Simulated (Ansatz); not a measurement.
ZnRe:

```
CELL_PARAMETERS angstrom
2.74822 0.00000 0.00000
-1.37411 2.38003 0.00000
0.00000 0.00000 4.49407
ATOMIC_POSITIONS crystal
Re 0.33333 0.66667 0.50000
Zn 0.00000 0.00000 0.00000
```

The cell comes from a database or a generator and needn't be the stable form of this composition.

- Program: Ansatz 0.2.0
- Task: relaxation of cell and atoms
- Functional: PBE
- Dispersion: D3(BJ)-ATM
- Potentials or basis: Ansatz PAW
- Cutoff: 420 eV (not typed: the program's choice for these potentials)
- k mesh: 11 × 11 × 6
- Occupations: fermi-dirac, width 0.05 eV
- Spin: no spin polarisation

At the start: volume 14.70 Å³/atom.

Task: How do energy, volume and symmetry change on relaxing?

Result: It ends after 4 steps and the volume is 14.27 Å³/atom (-2.9 %); space group P-6m2 (No. 187, to 0.05 Å).

Step by step:
```tsv
step	energy change (eV)	largest force (eV/Å)	volume (Å³)
1	0.0000	0.0000	29.39
2	-0.0173	0.0000	28.70
3	-0.0181	0.0000	28.55
4	-0.0172	0.0000	28.55
```

Final structure:
```
Re Zn
1.0
     2.72597    0.00000    0.00000
    -1.36299    2.36076    0.00000
     0.00000    0.00000    4.43574
Re Zn
1 1
Direct
  0.33333 0.66667 0.50000
  0.00000 0.00000 0.00000
```

Caveat: the plane-wave basis is chosen anew once the cell has moved, so the energies of steps on either side of that aren't comparable; pairwise dispersion overbinds metals, which lowers pressure and volume.
